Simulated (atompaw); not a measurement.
# Antimony: generating and testing a PAW (atompaw) potential

Aim: build the potential from the settings below, then test how well it stands in for the atom: scattering, ghost states and the plane-wave cutoff that it needs.

Program: atompaw 4.2.0.5. Reference atom: PBE, scalar-relativistic, spherical and spin-unpolarised. All values are calculated.

### 1 Starting point

The settings as typed:

* element: antimony (Sb, Z = 51)
* type: PAW
* frozen core: [Kr] 4d10
* valence charge: 5
* reference configuration: 5s1 5p4
* partial waves: 5s (bound): rc 2.60 bohr; 5s channel at -0.45 Ry: rc 1.55 bohr; 5p (bound): rc 2.60 bohr; 5p channel at 4.4 Ry: rc 2.60 bohr; 5d channel at 0.1 Ry: rc 2.60 bohr
* local potential: bessel scheme, radius 2.30 bohr
* core correction: smooth core density matched at 2.00 bohr
* augmentation charge: sinc compensation charge, radius 2.50 bohr; PAW radius 2.60 bohr; waves and projectors: custom rrkj vanderbiltortho

An earlier all-electron run gives the scale for the radii.

All-electron outer shells of the reference configuration (PBE, scalar-relativistic, ld1.x):

```csv
shell,level (eV),outermost node (bohr),outermost maximum (bohr)
4p,-103.25,0.39,0.76
4d,-34.91,0.38,0.84
5s,-13.62,0.95,1.88
5p,-5.41,1.04,2.32
```

### 2 Generation

Input file Sb.input:

```
Sb 51
GGA-PBE scalarrelativistic loggrid 1500 logderivrange -3 5 201
5 5 4 0 0 0
5 0 1
5 1 4
0 0 0
c
c
c
c
v
c
c
c
v
c
c
2
2.60 2.50 2.30 2.00
y
-0.45
n
y
4.4
n
y
0.1
n
custom rrkj vanderbiltortho sinc
bessel
2.60
1.55
2.60
2.60
2.60
PWSCFOUT
UPFDX 0.0125d0 UPFXMIN -7.d0 UPFZMESH 51.d0
END
```

Started as:

```console
atompaw < Sb.input > Sb.log
```

Q: Predict the outcome of this session. Wanted: cutoffs for 10 and 1 mRy, occupied levels; bound ghosts; largest phase difference near zero energy, channels read; lowest eigenvalue of the overlap; share of valence orbitals outside the PAW sphere; UPF file.

**Answer**, as computed:

| quantity | value |
| --- | --- |
| cutoffs for 10 and 1 mRy, occupied levels | 8 Ry and 12 Ry |
| bound ghosts | none found |
| largest phase difference near zero energy, channels read | 0.062 rad |
| lowest eigenvalue of the overlap (Bessel basis) | 0.028 (s) |
| share of valence orbitals outside the PAW sphere | 5s 26 %, 5p 53 % |
| UPF file | written |

In words: The potential is soft on the atom at that tolerance: the looser tolerance needs 8 Ry. The slowest occupied level is 5p: taken alone it needs 8 Ry to come within 1 mRy, against 6 Ry or less for 5s. It is free of bound ghosts as far as tested. Of the channels read, d scatters worst near zero energy, by up to 0.06 rad.
